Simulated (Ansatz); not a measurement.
**GaH₉OSi₂: up Jacob's ladder to CCSD(T)**

An exercise on one series of results from a longer session: the logs are not shown, and one member is left open.

Method: functionals in def2-TZVPP, the program's frozen cores in correlated methods; program: Ansatz 0.2.0, Gaussian basis.

The runs, in order: LDA (SPW92), PBE-D4, revPBE-D4, BLYP-D4, r2SCAN-D4, B97M-V, PBE0-D4, B3LYP-D4, r2SCANh-D4, r2SCAN0-D4, HSE06-D4, BHLYP-D4, CAM-B3LYP-D4, LC-ωPBE, ωB97X-V, ωB97M-V, B2PLYP, PBE-QIDH; CCSD(T)/def2-SVP; CCSD(T)/def2-TZVPP; MP2/def2-QZVPP; extrapolation to the limit; RPA on PBE.

**The relaxed structure**

All runs share one geometry, relaxed beforehand with PBE0-D4 in a triple-zeta def2 set.

SMILES `[SiH3][O+]([SiH3])[GaH3-]`, 13 atoms, charge 0, spin multiplicity 1.

Atoms are counted from 1 here; the program's logs count them from 0.

Bond lengths: Si1–O2 1.676 Å, Si1–H5 1.477 Å, Si1–H6 1.484 Å, Si1–H7 1.479 Å, O2–Si3 1.676 Å, O2–Ga4 2.205 Å, Si3–H8 1.477 Å, Si3–H9 1.484 Å, Si3–H10 1.479 Å, Ga4–H11 1.572 Å, Ga4–H12 1.578 Å, Ga4–H13 1.578 Å. Angles: O2–Si1–H5 107.5°, O2–Si1–H6 107.0°, O2–Si1–H7 109.3°, H5–Si1–H6 111.1°, H5–Si1–H7 111.6°, H6–Si1–H7 110.2°, Si1–O2–Si3 132.8°, Si1–O2–Ga4 113.2°, Si3–O2–Ga4 113.1°, O2–Si3–H8 107.6°, O2–Si3–H9 106.8°, O2–Si3–H10 109.4°, H8–Si3–H9 111.0°, H8–Si3–H10 111.6°, H9–Si3–H10 110.2°, O2–Ga4–H11 98.6°, O2–Ga4–H12 93.6°, O2–Ga4–H13 93.8° and more.

Set-up of the first run:

in.yaml reads:

```yaml
crystal:
  periodic: [false, false, false]
  atoms:
    - {symbol: Si, position_ang: [-0.302849, 1.543860, -0.801657]}
    - {symbol: O, position_ang: [-0.064933, 0.179050, 0.141232]}
    - {symbol: Si, position_ang: [0.577924, -0.048969, 1.672170]}
    - {symbol: Ga, position_ang: [-0.323446, -1.703183, -0.977162]}
    - {symbol: H, position_ang: [-1.539373, 1.333407, -1.582072]}
    - {symbol: H, position_ang: [-0.446619, 2.692526, 0.127043]}
    - {symbol: H, position_ang: [0.869809, 1.741844, -1.681758]}
    - {symbol: H, position_ang: [-0.188198, -1.132437, 2.321330]}
    - {symbol: H, position_ang: [0.412556, 1.232213, 2.403244]}
    - {symbol: H, position_ang: [2.012765, -0.389390, 1.555794]}
    - {symbol: H, position_ang: [-1.840039, -1.961141, -0.655681]}
    - {symbol: H, position_ang: [0.781064, -2.464703, -0.145795]}
    - {symbol: H, position_ang: [0.071941, -1.057774, -2.361888]}
basis:
  gaussian: {orbitals: def2-TZVPP}
hamiltonian: {xc: lda}
output: {orbitals: {seedname: orbitals}}
```

Launch:

```console
ansatz run in.yaml --threads 4 --pin off --events-out ev --progress --plain --max-ram 10444MiB
```

Among the steps run: LDA; PBE-D4 (GGA); revPBE-D4 (GGA); BLYP-D4 (GGA); r2SCAN-D4 (meta-GGA); B97M-V (meta-GGA); PBE0-D4 (hybrid); B3LYP-D4 (hybrid); r2SCANh-D4 (hybrid); r2SCAN0-D4 (hybrid); HSE06-D4 (hybrid); BHLYP-D4 (hybrid); CAM-B3LYP-D4 (range-separated); LC-ωPBE (range-separated); ωB97X-V (range-separated); ωB97M-V (range-separated); B2PLYP (double hybrid); PBE-QIDH (double hybrid).

One of the session's tables, all rows but one given; the rest of the session is left out.

```
  functional  HOMO (eV)  gap (eV)
 LDA (SPW92)      -6.76      4.52
      PBE-D4      -6.69      4.75
   revPBE-D4      -6.66      4.84
     BLYP-D4      -6.59      4.83
   r2SCAN-D4      -7.02      5.40
      B97M-V      -7.15      5.31
     PBE0-D4      -7.93      6.85
    B3LYP-D4      -7.74      6.49
  r2SCANh-D4      -7.47      6.15
  r2SCAN0-D4      -8.15      7.26
    HSE06-D4      -7.53      6.08
    BHLYP-D4      -9.10      8.97
CAM-B3LYP-D4          ?         ?
     LC-ωPBE     -10.71     11.80
     ωB97X-V     -10.37     11.32
     ωB97M-V     -10.19     10.86
```

Estimate the missing values for CAM-B3LYP-D4.

As computed: HOMO (eV): -9.32; gap (eV): 9.29. In the column «HOMO (eV)» it lies between ωB97M-V (-10.19) and BHLYP-D4 (-9.10).
